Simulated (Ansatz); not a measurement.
**Migration of Li in Si, part 1 of 3**

How high is the barrier in Si when interstitial Li hops to an equivalent place? Supercell of 16 sites with charge +1; relaxed ends, then a climbing-image band.

Method: DFT PBE, scalar-relativistic, plane waves, PAW, in Ansatz 0.2.0.

## (1) The system as given

The structure is cubic, space group Fd-3m (No. 227). The conventional cell has a = 5.444 Å, b = 5.444 Å, c = 5.444 Å, α = 90.00°, β = 90.00°, γ = 90.00°. Around Si (site symmetry -43m) lie 4 Si at 2.36 Å.

Structure file:

```
Si
1.0
     0.00000    2.72185    2.72185
     2.72185    0.00000    2.72185
     2.72185    2.72185    0.00000
Si
2
Direct
  0.75000 0.75000 0.75000
  0.50000 0.50000 0.50000
```

The structure comes from the Materials Project (structure only).

## (2) Probe: one point at the start

Input file input.yaml:

```yaml
crystal:
  lattice:
    - [0.0, 2.72185119, 2.72185119]
    - [2.72185119, 0.0, 2.72185119]
    - [2.72185119, 2.72185119, 0.0]
  atoms:
    - { symbol: Si, position: [0.75, 0.75, 0.75] }
    - { symbol: Si, position: [0.5, 0.5, 0.5] }
basis:
  ecutwfc: 420
kpoints:
  mp_grid: { grid: [6, 6, 6] }
hamiltonian:
  xc: pbe
scf:
  occupations: { method: gaussian, width: 0.1 }
output:
  forces: true
  stress: true
  eigenvalues: true
```

Command:

```console
ansatz run input.yaml --threads 8 --pin off --max-ram 20480MiB --backend cpu --events-out ev --progress --plain --runs-dir out
```

What it wrote (excerpt; [...] marks lines left out):

```text
[...]
SCF converged after 6 iterations
Free energy (F): -1271.594045 eV
[...]
E sigma→0 (E₀):  -1271.594045 eV
Fermi energy:    6.515569 eV
[...]
--- Forces (eV/Å), atoms counted from 1 ---
  atom   1  Si    -0.00000000     0.00000000     0.00000000
  atom   2  Si    -0.00000000    -0.00000000     0.00000000
[...]
--- Stress (GPa, compression-positive) ---
        1.405458      -0.000000       0.000000
       -0.000000       1.405458       0.000000
       -0.000000       0.000000       1.405458
  P = ⅓ Tr σ = 1.4055 GPa (14.055 kbar)
--- Band table (eV; the first three rows and the last of 16) ---
  k-point 0: bands = ["-5.7515", "6.1624", "6.1624", "6.1624", "8.7170", "8.7170", "8.7170", "9.4446"]
[...]
```

It took 0.26 s on 8 threads of Intel Xeon Platinum 8259CL at 2.50GHz (Skylake/Cascade Lake), shared host; peak memory 0.35 GiB.

Read-out: pressure 1.4 GPa, largest force 0.00 eV/Å, gap on this mesh 0.72 eV. By this gap the next run takes a mesh of 8×8×8 and a smearing of 0.02 eV.

## (3) The relaxation

input.yaml, as its differences from that of step 2:

```diff
@@ -11,3 +11,3 @@
 kpoints:
-  mp_grid: { grid: [6, 6, 6] }
+  mp_grid: { grid: [8, 8, 8] }
 hamiltonian:
@@ -15,3 +15,3 @@
 scf:
-  occupations: { method: gaussian, width: 0.1 }
+  occupations: { method: gaussian, width: 0.02 }
 output:
@@ -20 +20,10 @@
   eigenvalues: true
+  write_density: true
+  write_potential: true
+  elf: true
+  volumetric_format: npy
+relax:
+  adjacent_minimum: "off"
+  f_tol: 0.005
+  max_steps: 80
+  cell: { stress_tol: 0.05 }
```

Command:

```console
ansatz run input.yaml --threads 8 --pin off --max-ram 20480MiB --backend cpu --events-out ev --progress --plain --runs-dir out
```

What it wrote:

```text
Warning: RAYON_NUM_THREADS=8 ignored (pool sized by the plan → 8); use --threads N
Engine: ansatz 0.2.0, x86_64-unknown-linux-gnu
Pseudopotentials: kind: paw
Pseudopotential: Si, paw, valence charge 4, recommended cutoff 420 eV (normal), Si.paw.azcp
Functional definition: PBE
  parameter kappa = 0.804
  parameter beta = 0.06672455060314922
  exchange = pbe_x(kappa = kappa, mu = beta*pi^2/3)
  correlation = pbe_c(beta = beta)
Crystal: 2 atoms, lattice volume = 40.330 Å³
Basis set: ecut = 420 eV, 749 PW (Γ), exchange–correlation on 54×54×54 points (8 copies of the dense FFT grid, shifted against one another)
Bands: 8, of which v1, the nominal top of the filled ones, is band 4 counted from 1 (3 counted from 0)
Symmetry: 48 space group operations
Space group: Fd-3m (ITA 227), of the structure as read, at distance tolerance 3.4e-5 Å
k-points: 29 of 512
Non-local potential: Si, projectors of the file, l = 0: 2, l = 1: 2, l = 2: 2
PAW form: soft (Blöchl's): semilocal exchange-correlation on the pseudo side does not see the compensation charge
PAW one-centre angular grid: Si, 110 points (default); XC on 64 Gauss nodes
Initial density: superposition of atomic densities (neutral atoms: chi_scale 0, normalization atom), corrected by the library's trained network
Initial wavefunctions: pseudopotential atomic-orbital guess
Functional: x = pbe(κ = 0.804, μ = 0.2195149727645171), c = pbe(β = 0.06672455060314922)
SCF iter   1: F=—  HF=-1271.613621 eV  |F-HF|=—  |Δ(HF+E_count)|=         —  Δρ=1.14e-3  dr2=2.88e-4  ethr=1.77e-3  ⟨swp⟩=6.2  Hψ=2108  notcnv=0
preconditioner: auto → none  [insulator: Δε(μ)=0.625 eV  Ē_g=9.448 eV  σ=0.020 eV  W_gap=1.00  n_scr=8 (ndim 8)  ℏωp=16.5 eV  f_vac=0.000  D(μ)=0.00/eV (n_scr^D=0)  ε∞_Penn≈4.1]
SCF iter   2: F=—  HF=-1271.613992 eV  |F-HF|=—  |Δ(HF+E_count)|=   3.71e-4  Δρ=4.77e-4  dr2=4.71e-5  ethr=3.60e-6  ⟨swp⟩=2.1  Hψ=603  notcnv=0
SCF iter   3: F=—  HF=-1271.614035 eV  |F-HF|=—  |Δ(HF+E_count)|=   4.24e-5  Δρ=9.18e-5  dr2=2.16e-6  ethr=5.89e-7  ⟨swp⟩=2.1  Hψ=349  notcnv=0
SCF iter   4: F=—  HF=-1271.614036 eV  |F-HF|=—  |Δ(HF+E_count)|=   1.30e-6  Δρ=1.99e-5  dr2=1.20e-7  ethr=2.70e-8  ⟨swp⟩=2.0  Hψ=348  notcnv=0
iter 5 did not close the SCF: its close was put off for the readings that it lacked (scf_convergence_deferred on its scf_iter line)
SCF iter   5: F=-1271.614036 eV  HF=-1271.614036 eV  |F-HF|=8.12e-10  |Δ(HF+E_count)|=   2.67e-8  Δρ=2.52e-6  dr2=1.16e-9  ethr=1.50e-9  ⟨swp⟩=2.0  Hψ=348  notcnv=0
SCF iter   6: F=-1271.614036 eV  HF=-1271.614036 eV  |F-HF|=4.09e-12  |Δ(HF+E_count)|=  9.22e-10  Δρ=3.10e-7  dr2=2.44e-11  ethr=1.45e-11  ⟨swp⟩=4.2  Hψ=1064  notcnv=0
SCF 1 converged in 6 iterations: F = -1271.614036 eV  dr2 = 2.44e-11
relax step   1: F+E_penalty+E_count = -1271.61403627 eV  Δ(F+E_penalty+E_count) = +0.000e0 eV  max|allowed force component| = 4.626e-18 eV/Å  Δτ_max = 0.0000 Å  P = +1.343 GPa  Ω = 40.330 Å³  (6 SCF iters, dr2 threshold 1.00e-7 eV, accepted)
Crystal: 2 atoms, lattice volume = 40.778 Å³
Basis set: ecut = 420 eV, 821 PW (Γ), exchange–correlation on 54×54×54 points (8 copies of the dense FFT grid, shifted against one another)
Initial density: handed on by an earlier stage of this run
Initial wavefunctions: those handed on with the density
iter 1 solved again at ethr=2.76e-6 eV; its pass at ethr=3.10e-3 eV (dr2=2.21e-4 eV) is discarded
SCF iter   1: F=—  HF=-1271.616351 eV  |F-HF|=—  |Δ(HF+E_count)|=         —  Δρ=6.30e-4  dr2=2.28e-4  ethr=2.76e-6  ⟨swp⟩=2.7  Hψ=2163  notcnv=0
preconditioner: auto → none  [insulator: Δε(μ)=0.638 eV  Ē_g=9.393 eV  σ=0.020 eV  W_gap=1.00  n_scr=8 (ndim 8)  ℏωp=16.4 eV  f_vac=0.000  D(μ)=0.00/eV (n_scr^D=0)  ε∞_Penn≈4.1]
SCF iter   2: F=—  HF=-1271.616293 eV  |F-HF|=—  |Δ(HF+E_count)|=   5.83e-5  Δρ=2.52e-4  dr2=3.25e-5  ethr=2.76e-6  ⟨swp⟩=1.3  Hψ=254  notcnv=0
SCF iter   3: F=—  HF=-1271.616284 eV  |F-HF|=—  |Δ(HF+E_count)|=   8.95e-6  Δρ=2.76e-5  dr2=2.29e-7  ethr=4.06e-7  ⟨swp⟩=2.1  Hψ=348  notcnv=0
SCF iter   4: F=-1271.616284 eV  HF=-1271.616284 eV  |F-HF|=5.56e-9  |Δ(HF+E_count)|=   2.34e-7  Δρ=2.83e-6  dr2=2.47e-9  ethr=2.50e-9  ⟨swp⟩=9.0  Hψ=1680  notcnv=0
SCF 2 converged in 4 iterations: F = -1271.616284 eV  dr2 = 2.47e-9
relax step   2: F+E_penalty+E_count = -1271.61628412 eV  Δ(F+E_penalty+E_count) = -2.248e-3 eV  max|allowed force component| = 9.021e-17 eV/Å  Δτ_max = 0.0000 Å  P = +0.318 GPa  Ω = 40.778 Å³  energy of the carried Pulay correction = -6.220e-5 eV  (4 SCF iters, dr2 threshold 2.00e-7 eV, accepted)
Crystal: 2 atoms, lattice volume = 40.919 Å³
iter 1 solved again at ethr=2.67e-7 eV; its pass at ethr=3.10e-3 eV (dr2=2.14e-5 eV) is discarded
SCF iter   1: F=—  HF=-1271.616418 eV  |F-HF|=—  |Δ(HF+E_count)|=         —  Δρ=1.95e-4  dr2=2.21e-5  ethr=2.67e-7  ⟨swp⟩=2.2  Hψ=2114  notcnv=0
preconditioner: auto → none  [insulator: Δε(μ)=0.647 eV  Ē_g=9.377 eV  σ=0.020 eV  W_gap=1.00  n_scr=8 (ndim 8)  ℏωp=16.4 eV  f_vac=0.000  D(μ)=0.00/eV (n_scr^D=0)  ε∞_Penn≈4.1]
SCF iter   2: F=—  HF=-1271.616408 eV  |F-HF|=—  |Δ(HF+E_count)|=   9.73e-6  Δρ=7.88e-5  dr2=3.20e-6  ethr=2.67e-7  ⟨swp⟩=1.3  Hψ=254  notcnv=0
SCF iter   3: F=-1271.616408 eV  HF=-1271.616408 eV  |F-HF|=2.12e-8  |Δ(HF+E_count)|=   4.99e-7  Δρ=8.73e-6  dr2=2.27e-8  ethr=2.50e-9  ⟨swp⟩=6.4  Hψ=1355  notcnv=0
SCF 3 converged in 3 iterations: F = -1271.616408 eV  dr2 = 2.27e-8
relax step   3: F+E_penalty+E_count = -1271.61640766 eV  Δ(F+E_penalty+E_count) = -1.235e-4 eV  max|allowed force component| = 8.327e-17 eV/Å  Δτ_max = 0.0000 Å  P = +0.007 GPa  Ω = 40.919 Å³  energy of the carried Pulay correction = -8.164e-5 eV  (3 SCF iters, dr2 threshold 2.00e-7 eV, accepted)
Initial wavefunctions: pseudopotential atomic-orbital guess (no wavefunctions were taken with the density)
iter 1 solved again at ethr=1.03e-7 eV; its pass at ethr=3.10e-3 eV (dr2=8.23e-6 eV) is discarded
SCF iter   1: F=—  HF=-1271.616503 eV  |F-HF|=—  |Δ(HF+E_count)|=         —  Δρ=1.30e-5  dr2=2.64e-8  ethr=1.03e-7  ⟨swp⟩=3.0  Hψ=2827  notcnv=0
preconditioner: auto → none  [insulator: Δε(μ)=0.649 eV  Ē_g=9.378 eV  σ=0.020 eV  W_gap=1.00  n_scr=8 (ndim 8)  ℏωp=16.4 eV  f_vac=0.000  D(μ)=0.00/eV (n_scr^D=0)  ε∞_Penn≈4.1]
SCF iter   2: F=—  HF=-1271.616497 eV  |F-HF|=—  |Δ(HF+E_count)|=   6.49e-6  Δρ=6.67e-6  dr2=7.32e-9  ethr=3.30e-10  ⟨swp⟩=2.4  Hψ=350  notcnv=0
SCF iter   3: F=—  HF=-1271.616497 eV  |F-HF|=—  |Δ(HF+E_count)|=   4.26e-8  Δρ=4.48e-7  dr2=5.13e-11  ethr=9.15e-11  ⟨swp⟩=2.0  Hψ=347  notcnv=0
SCF iter   4: F=-1271.616497 eV  HF=-1271.616497 eV  |F-HF|=9.55e-12  |Δ(HF+E_count)|=  3.64e-11  Δρ=1.51e-7  dr2=3.59e-12  ethr=1.00e-12  ⟨swp⟩=5.9  Hψ=918  notcnv=0
SCF 4 converged in 4 iterations: F = -1271.616497 eV  dr2 = 3.59e-12
relax step   4: F+E_penalty+E_count = -1271.61649663 eV  Δ(F+E_penalty+E_count) = -8.897e-5 eV  max|allowed force component| = 1.342e-16 eV/Å  Δτ_max = 0.0000 Å  P = +0.012 GPa  Ω = 40.919 Å³  stress off target by 1.15e-2 GPa  SCF on the basis re-selected at this cell (its energy is not comparable with the rows above)  (4 SCF iters)
basis re-selected at this cell: Δ(F+E_penalty+E_count) = -8.897e-5 eV, ΔP = +0.004 GPa vs the last step (what re-selecting the basis moved, of the pressure what is left beyond the Pulay correction that the steps carried, after the strain that the cell walked since its last selection, with what the two solves' SCF thresholds leave and, on support functions, any second-order correction that the steps lacked; it is no measure of the basis error at this ecutwfc). This SCF's stress stands 1.15e-2 GPa from its target on what of the cell is left free (relax.cell.stress_tol is 5.00e-2 GPa) and its largest allowed force component is 1.34e-16 eV/Å (relax.f_tol is 5.00e-3 eV/Å): within both
SCF converged after 4 iterations
Free energy (F): -1271.616497 eV
Harris-Foulkes:  -1271.616497 eV  (|F-HF|=9.55e-12)
Internal energy: -1271.616497 eV  (E = F + TS)
E sigma→0 (E₀):  -1271.616497 eV
Fermi energy:    6.329239 eV
--- Per-component energies (eV) ---
  E_band       = 8.031160
  E_kinetic    = 80.156527
  E_local      = -56.161366  (includes V_loc(G=0)·N_el)
  E_nonlocal   = 51.743674
  E_hartree    = 15.187325
  E_xc         = -110.122673
  E_vxc        = -93.154806  (∫ρ·V_xc dr)
  E_paw        = -1025.533991  (= ΣΔE_a)
  E_vpaw       = -4.927528  (= ΣTr[D̂ρ^β])
  E_aug_tail   = 0.000013  (compensation charges beyond the density's cutoff)
  E_ewald      = -226.886004
  E_smearing   = -0.000000  (= −TS)
  E_closure    = 0.000000  (closes the sum)
  Σ components = -1271.616497   (vs F -1271.616497, Δ=0.00e0)
--- Forces (eV/Å), atoms counted from 1 ---
  atom   1  Si     0.00000000     0.00000000     0.00000000
  atom   2  Si    -0.00000000    -0.00000000    -0.00000000
  max |Σ_I F_I| component: 9.25e-18 eV/Å
--- Stress (GPa, compression-positive) ---
        0.011542       0.000000       0.000000
       -0.000000       0.011542      -0.000000
       -0.000000      -0.000000       0.011542
  P = ⅓ Tr σ = 0.0115 GPa (0.115 kbar)
--- Band table (eV; the first three rows and the last of 29) ---
  k-point 0: bands = ["-5.8086", "6.0052", "6.0052", "6.0052", "8.5564", "8.5564", "8.5564", "9.1216"]
  k-point 1: bands = ["-5.6083", "4.4126", "5.7223", "5.7223", "8.4404", "8.9720", "8.9720", "10.5251"]
  k-point 2: bands = ["-5.0242", "2.1175", "5.2593", "5.2593", "7.9566", "9.4903", "9.4903", "12.7442"]
  k-point 28: bands = ["-1.5884", "-1.5884", "2.2449", "2.2449", "10.2743", "10.2743", "10.9285", "10.9285"]
--- Relaxed structure (3 steps of the walk, 3 accepted, 1 SCFs on fresh bases) ---
  F+E_penalty+E_count = -1271.61649663 eV   max|allowed force component| = 1.342e-16 eV/Å   (the final SCF, on the basis selected at the relaxed cell)
  cell:  # Å, volume = 40.9189 Å³
    - [1.5286116098686767e-34, 2.7350468774176, 2.7350468774176]
    - [2.7350468774176, 4.8406034312508105e-34, 2.7350468774176]
    - [2.7350468774176, 2.7350468774176, 2.675070317270185e-34]
  atoms:
    - { symbol: Si, position: [0.75, 0.75, 0.75] }
    - { symbol: Si, position: [0.5, 0.5, 0.5] }
```

It took 0.85 s on 8 threads of Intel Xeon Platinum 8259CL at 2.50GHz (Skylake/Cascade Lake), shared host; peak memory 0.37 GiB.

The steps of the relaxation:

| step | E - E(step 1) (eV/cell) | largest force component (eV/Å) | pressure (GPa) | volume (Å³) |
| --- | --- | --- | --- | --- |
| 1 | 0.0000 | 0.0000 | 1.34 | 40.33 |
| 2 | -0.0022 | 0.0000 | 0.32 | 40.78 |
| 3 | -0.0024 | 0.0000 | 0.01 | 40.92 |
| 4 | -0.0025 | 0.0000 | 0.01 | 40.92 |

Step 1 is the start. Step 4 repeats the geometry before it on a plane-wave basis chosen anew for that cell, so its energy need not be comparable with the rows above.

Lengths and angles in the start's conventional setting:

|  | before | after | change |
| --- | --- | --- | --- |
| a (Å) | 5.444 | 5.470 | +0.5 % |
| b (Å) | 5.444 | 5.470 | +0.5 % |
| c (Å) | 5.444 | 5.470 | +0.5 % |
| volume (Å³/atom) | 20.16 | 20.46 | +1.5 % |
| shortest distance (Å) | 2.357 | 2.369 | +0.5 % |
| space group (0.01 Å) | Fd-3m | Fd-3m | same |

The run keeps the 48 symmetry operations of the start, so it could not have lowered the symmetry.

Axes a, b and c in the maps are those of this run's conventional cell (a, b, c = 5.470, 5.470, 5.470 Å).

Density in a lattice plane of the grid's cell (edges 5.47 and 5.47 Å, at 0.000 of the third edge), which holds Si.

Ten even steps from '0' (0.02 e/Å³) to '9' (0.39 e/Å³):
```
000012368974247986321000
000012358998789985321000
001122357899999875322110
122223345666666654332222
333333333333333333333333
666654332222122223345666
999875322110001122357899
789985321000000012358998
247986321000000012368974
025886321000000012368852
247986321000000012368974
789985321000000012358998
999875322110001122357899
666654332222122223345666
333333333333333333333333
122223345666666654332222
001122357899999875322110
000012358998789985321000
000012368974247986321000
000012368852025886321000
```
Columns run along the first of these edges and rows up along the second, over one cell in 24 and 20 even steps from the bottom left corner. Atoms in the plane (fractional): Si at (0.00, 0.50), Si at (0.50, 1.00).

ELF in the same plane.

Ten even steps from ' ' (0.01) to '@' (0.79):
```
        ..--**%%%%##++------++##%%%%**--..      
      ..::==**%%@@@@##++==++##@@@@%%**==::..    
......::--==**%%@@@@@@%%##%%@@@@@@%%**==--::....
------====++**##%%@@%%%%##%%%%@@%%##**++====----
++**********++**********++**********++**********
##%%%%@@%%##**++====----------====++**##%%@@%%%%
##%%@@@@@@%%**==--::..........::--==**%%@@@@@@%%
==++##@@@@%%**==::..          ..::==**%%@@@@##++
----++##%%%%**--..              ..--**%%%%##++--
**==--**%%##++--..              ..--++##%%**--==
----++##%%%%**--..              ..--**%%%%##++--
==++##@@@@%%**==::..          ..::==**%%@@@@##++
##%%@@@@@@%%**==--::..........::--==**%%@@@@@@%%
##%%%%@@%%##**++====----------====++**##%%@@%%%%
++**********++**********++**********++**********
------====++**##%%@@%%%%##%%%%@@%%##**++====----
......::--==**%%@@@@@@%%##%%@@@@@@%%**==--::....
      ..::==**%%@@@@##++==++##@@@@%%**==::..    
        ..--**%%%%##++------++##%%%%**--..      
        ..--++##%%**--==**==--**%%##++--..      
```
Columns run along the first of these edges and rows up along the second, over one cell in 24 and 20 even steps from the bottom left corner. Atoms in the plane (fractional): Si at (0.00, 0.50), Si at (0.50, 1.00).

Both are smooth fields of the valence electrons: close to the nuclei they are not physical.

Outside the cores ELF peaks at 0.95 on the Si–Si line, 1.0 Å from Si.

## (4) Changing settings: scf.algorithm direct_min

Input file input.yaml:

```yaml
crystal:
  lattice:
    - [0.0, 2.7350468774, 2.7350468774]
    - [2.7350468774, 0.0, 2.7350468774]
    - [2.7350468774, 2.7350468774, 0.0]
  atoms:
    - { symbol: Si, position: [0.75, 0.75, 0.75] }
    - { symbol: Si, position: [0.5, 0.5, 0.5] }
basis:
  ecutwfc: 420
kpoints:
  mp_grid: { grid: [8, 8, 8] }
hamiltonian:
  xc: pbe
scf:
  occupations: { method: gaussian, width: 0.02 }
  algorithm: direct_min
output:
  forces: true
  eigenvalues: true
  stress: true
```

Command:

```console
ansatz run input.yaml --threads 8 --pin off --max-ram 20480MiB --backend cpu --events-out ev --progress --plain --runs-dir out
```

What it wrote (excerpt; [...] marks lines left out):

```text
Warning: RAYON_NUM_THREADS=8 ignored (pool sized by the plan → 8); use --threads N
[...]
Pseudopotentials: kind: paw
Pseudopotential: Si, paw, valence charge 4, recommended cutoff 420 eV (normal), Si.paw.azcp
Functional definition: PBE
[...]
Crystal: 2 atoms, lattice volume = 40.919 Å³
Basis set: ecut = 420 eV, 821 PW (Γ), exchange–correlation on 54×54×54 points (8 copies of the dense FFT grid, shifted against one another)
[...]
--- Forces (eV/Å), atoms counted from 1 ---
  atom   1  Si    -0.00000000     0.00000000     0.00000000
  atom   2  Si    -0.00000000     0.00000000     0.00000000
[...]
--- Stress (GPa, compression-positive) ---
        0.011791       0.000000       0.000000
        0.000000       0.011791      -0.000000
       -0.000000      -0.000000       0.011791
  P = ⅓ Tr σ = 0.0118 GPa (0.118 kbar)
--- Band table (eV; the first three rows and the last of 29) ---
  k-point 0: bands = ["-5.8085", "6.0053", "6.0053", "6.0053", "8.5565", "8.5565", "8.5565", "9.1218"]
[...]
```

Run time: 0.35 s. Hardware: 8 threads of Intel Xeon Platinum 8259CL at 2.50GHz (Skylake/Cascade Lake), shared host; peak memory 0.36 GiB.

```tsv
run	ending	energy change	pressure (GPa)	gap (eV)	force (eV/Å)	cycles	time
step 3	converged	0	0.0	0.65	0.00	-	0.85 s
variant	converged	0.0 meV/atom	0.0	0.65	0.00	3	0.35 s
```

The changed solver doesn't alter the result here (within 0.5 meV/atom).

(Continued in part 2 of 3.)
